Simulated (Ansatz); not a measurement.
# PbGeTe2: the cost of one run

Method: DFT PBEsol with spin–orbit coupling, plane waves, PAW, in Ansatz 0.2.0.

### 1 The starting structure

It takes space group P4/mmm (No. 123, tetragonal). The conventional cell has a = 4.482 Å, b = 4.482 Å, c = 6.342 Å, α = 90.00°, β = 90.00°, γ = 90.00°. Ge (site symmetry 4/mmm) has 6 Te at 3.17 Å as nearest neighbours. Pb (site symmetry 4/mmm) has 6 Te at 3.17 Å as nearest neighbours. Te (site symmetry 4/mmm) has 4 Pb at 3.17 Å and 2 Ge at 3.17 Å as nearest neighbours. Te (site symmetry 4/mmm) has 4 Ge at 3.17 Å and 2 Pb at 3.17 Å as nearest neighbours.

Coordinates:

```xyz
4
Lattice="4.4816 0.0000 0.0000 0.0000 4.4816 0.0000 0.0000 0.0000 6.3420" Properties=species:S:1:pos:R:3 pbc="T T T"
Ge    0.0000    0.0000    0.0000
Pb    2.2408    2.2408    3.1710
Te    0.0000    0.0000    3.1710
Te    2.2408    2.2408    0.0000
```

The cell is the database one, not relaxed. At PBEsol, without spin–orbit coupling, an earlier run found -2.65 GPa for this cell of 31.844 Å³/atom (8×8×6 mesh), mesh gap 0.25 eV.

### 2 Spin-orbit coupling: topological invariants

Contents of input.yaml:

```yaml
crystal:
  lattice:
    - [4.4816134775, 0.0, 0.0]
    - [0.0, 4.4816134775, 0.0]
    - [0.0, 0.0, 6.3419612607]
  atoms:
    - { symbol: Ge, position: [0.0, 0.0, 0.0] }
    - { symbol: Pb, position: [0.5, 0.5, 0.5] }
    - { symbol: Te, position: [0.0, 0.0, 0.5] }
    - { symbol: Te, position: [0.5, 0.5, 0.0] }
basis:
  ecutwfc: 420
  ecutrho_ratio: 4
kpoints:
  mp_grid: { grid: [4, 4, 4] }
hamiltonian:
  xc: pbesol
scf:
  occupations: { method: gaussian, width: 0.05 }
output:
  forces: true
  stress: true
  eigenvalues: true
  populations: true
  topological_invariants: true
magnetization:
  noncollinear: true
  spin_orbit: true
```

Run with:

```sh
$ ansatz run input.yaml --threads 8 --pin off --max-ram 15360MiB --backend cpu --events-out ev --progress --plain --runs-dir out
```

What time and memory should one allow on 8 threads of AMD EPYC 7R43 (Zen 3), shared host?

About 33 s, with a peak of 2.3 GiB.
